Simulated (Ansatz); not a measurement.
# C2H6Si2: geometry optimisation

The task: find the minimum of C2H6Si2 nearest to the start.

Method: RKS r2SCAN-D4/def2-SVP; program: Ansatz 0.2.0.

### Step 1. The starting structure

SMILES `C1=C[SiH2][SiH2]1`, 10 atoms, charge 0, spin multiplicity 1.

Atoms are counted from 1 here; the program's logs count them from 0.

Bond lengths: C1–C2 1.366 Å, C1–Si4 1.902 Å, C1–H5 1.107 Å, C2–Si3 1.902 Å, C2–H6 1.107 Å, Si3–Si4 2.355 Å, Si3–H7 1.508 Å, Si3–H8 1.508 Å, Si4–H9 1.508 Å, Si4–H10 1.508 Å. Angles: C2–C1–Si4 105.1°, C2–C1–H5 123.5°, Si4–C1–H5 131.4°, C1–C2–Si3 105.1°, C1–C2–H6 123.5°, Si3–C2–H6 131.4°, C2–Si3–Si4 74.9°, C2–Si3–H7 115.4°, C2–Si3–H8 115.4°, Si4–Si3–H7 120.1°, Si4–Si3–H8 120.1°, H7–Si3–H8 107.8°, C1–Si4–Si3 74.9°, C1–Si4–H9 115.4°, C1–Si4–H10 115.4°, Si3–Si4–H9 120.1°, Si3–Si4–H10 120.1°, H9–Si4–H10 107.8°.

Coordinates:

```mol
C2H6Si2
  3D, bonds by distance, orders not assigned

 10 10  0  0  0  0  0  0  0  0999 V2000
   -0.8518    0.8319   -0.5177 C   0  0
   -1.1291   -0.5007   -0.4001 C   0  0
    0.4183   -1.2583    0.4064 Si  0  0
    0.8962    1.0386    0.2038 Si  0  0
   -1.5542    1.5663   -0.9570 H   0  0
   -2.0807   -0.9589   -0.7320 H   0  0
    1.1618   -2.2630   -0.4375 H   0  0
    0.2039   -1.8682    1.7688 H   0  0
    0.9888    1.9034    1.4358 H   0  0
    1.9469    1.5088   -0.7705 H   0  0
  1  2  8  0
  1  4  8  0
  1  5  8  0
  2  3  8  0
  2  6  8  0
  3  4  8  0
  3  7  8  0
  3  8  8  0
  4  9  8  0
  4 10  8  0
M  END
```

### Step 2. Relaxation

input.yaml

```yaml
crystal:
  periodic: [false, false, false]
  atoms:
    - { symbol: C, position_ang: [-0.851776, 0.831908, -0.517704] }
    - { symbol: C, position_ang: [-1.129105, -0.500659, -0.400075] }
    - { symbol: Si, position_ang: [0.41827, -1.258263, 0.406373] }
    - { symbol: Si, position_ang: [0.896185, 1.038566, 0.203777] }
    - { symbol: H, position_ang: [-1.554237, 1.566278, -0.957003] }
    - { symbol: H, position_ang: [-2.08073, -0.95888, -0.731975] }
    - { symbol: H, position_ang: [1.161812, -2.262955, -0.437494] }
    - { symbol: H, position_ang: [0.203904, -1.868184, 1.76883] }
    - { symbol: H, position_ang: [0.988787, 1.903376, 1.435777] }
    - { symbol: H, position_ang: [1.946891, 1.508814, -0.770487] }
basis:
  gaussian: { orbitals: def2-SVP }
hamiltonian:
  xc: r2scan
  dispersion: d4
output:
  forces: true
relax:
  f_tol: 0.003
  max_steps: 120
```

On the command line:

```bash
ansatz run input.yaml --threads 1 --pin off --max-ram 2560MiB --backend cpu --events-out ev --progress --plain --runs-dir out
```

**Question.** What will these runs give? Wanted: energy gained; root mean square move; dipole moment.

The runs gave:

| quantity | value |
| --- | --- |
| energy gained | 0.0085 eV |
| root mean square move | 0.012 Å |
| dipole moment | 0.47 D |

**Reading.** Bond lengths: C1–C2 1.361 Å, C1–Si4 1.894 Å, C1–H5 1.101 Å, C2–Si3 1.894 Å, C2–H6 1.101 Å, Si3–Si4 2.348 Å, Si3–H7 1.497 Å, Si3–H8 1.497 Å, Si4–H9 1.497 Å, Si4–H10 1.497 Å. Angles: C2–C1–Si4 105.1°, C2–C1–H5 123.0°, Si4–C1–H5 131.9°, C1–C2–Si3 105.1°, C1–C2–H6 123.0°, Si3–C2–H6 131.9°, C2–Si3–Si4 74.9°, C2–Si3–H7 115.4°, C2–Si3–H8 115.4°, Si4–Si3–H7 120.1°, Si4–Si3–H8 120.1°, H7–Si3–H8 107.8°, C1–Si4–Si3 74.9°, C1–Si4–H9 115.4°, C1–Si4–H10 115.4°, Si3–Si4–H9 120.1°, Si3–Si4–H10 120.1°, H9–Si4–H10 107.8°. No frequencies were computed here.
